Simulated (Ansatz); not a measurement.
# C2H10N2Zr: the cost of one run

Program: Ansatz 0.2.0, Gaussian basis. Level of theory: functionals in def2-TZVPP, the program's frozen cores in correlated methods. These are calculated values, not measurements.

Plan: LDA (SPW92), PBE-D4, revPBE-D4, BLYP-D4, r2SCAN-D4, B97M-V, PBE0-D4, B3LYP-D4, r2SCANh-D4, r2SCAN0-D4, HSE06-D4, BHLYP-D4, CAM-B3LYP-D4, LC-ωPBE, ωB97X-V, ωB97M-V, B2PLYP, PBE-QIDH; CCSD(T)/def2-SVP; MP2/def2-TZVPP; MP2/def2-QZVPP; RPA on PBE.

### 1 The relaxed structure

The geometry comes from an earlier relaxation with PBE0-D4 in a triple-zeta def2 set; it is a stationary point, not always the lowest conformer. Zr takes the def2 core potential; no spin-orbit term is included.

SMILES `[CH3][Zr]([CH3])([NH2])[NH2]`, 15 atoms, charge 0, spin multiplicity 1.

Atoms are counted from 1 here; the program's logs count them from 0.

Bond lengths: C1–Zr2 2.236 Å, C1–H6 1.097 Å, C1–H7 1.098 Å, C1–H8 1.097 Å, Zr2–C3 2.236 Å, Zr2–N4 2.032 Å, Zr2–N5 2.032 Å, C3–H9 1.097 Å, C3–H10 1.097 Å, C3–H11 1.098 Å, N4–H12 1.013 Å, N4–H13 1.010 Å, N5–H14 1.012 Å, N5–H15 1.012 Å. Angles: Zr2–C1–H6 112.7°, Zr2–C1–H7 110.0°, Zr2–C1–H8 112.1°, H6–C1–H7 107.4°, H6–C1–H8 107.1°, H7–C1–H8 107.3°, C1–Zr2–C3 107.6°, C1–Zr2–N4 107.5°, C1–Zr2–N5 112.0°, C3–Zr2–N4 107.5°, C3–Zr2–N5 111.9°, N4–Zr2–N5 110.1°, Zr2–C3–H9 112.1°, Zr2–C3–H10 112.7°, Zr2–C3–H11 110.0°, H9–C3–H10 107.1°, H9–C3–H11 107.3°, H10–C3–H11 107.4° and more.

### 2 LDA

This LDA is Slater exchange with PW92 correlation.

Input file in.yaml:

```yaml
crystal:
  periodic: [false, false, false]
  atoms:
    - {symbol: C, position_ang: [-2.029537, -0.086851, 0.525691]}
    - {symbol: Zr, position_ang: [0.116256, 0.224488, -0.020209]}
    - {symbol: C, position_ang: [0.929903, -1.739750, -0.712498]}
    - {symbol: N, position_ang: [1.111857, 0.732520, 1.676849]}
    - {symbol: N, position_ang: [0.340269, 1.676570, -1.424343]}
    - {symbol: H, position_ang: [-2.554818, 0.854322, 0.728073]}
    - {symbol: H, position_ang: [-2.557809, -0.587427, -0.297059]}
    - {symbol: H, position_ang: [-2.142205, -0.716373, 1.416593]}
    - {symbol: H, position_ang: [0.986544, -2.472761, 0.101345]}
    - {symbol: H, position_ang: [1.936713, -1.653649, -1.138687]}
    - {symbol: H, position_ang: [0.279403, -2.163823, -1.489394]}
    - {symbol: H, position_ang: [1.129329, 0.148346, 2.503678]}
    - {symbol: H, position_ang: [1.653443, 1.564954, 1.861886]}
    - {symbol: H, position_ang: [-0.283607, 2.460100, -1.569915]}
    - {symbol: H, position_ang: [1.062559, 1.708536, -2.132610]}
basis:
  gaussian: {orbitals: def2-TZVPP}
hamiltonian: {xc: lda}
output: {orbitals: {seedname: orbitals}}
```

Command:

```console
$ ansatz run in.yaml --threads 4 --pin off --events-out ev --progress --plain --max-ram 11315MiB
```

What time and memory should one allow on 4 threads of Arm Neoverse N1, shared host?

About 3.3 s, with a peak of 0.44 GiB.
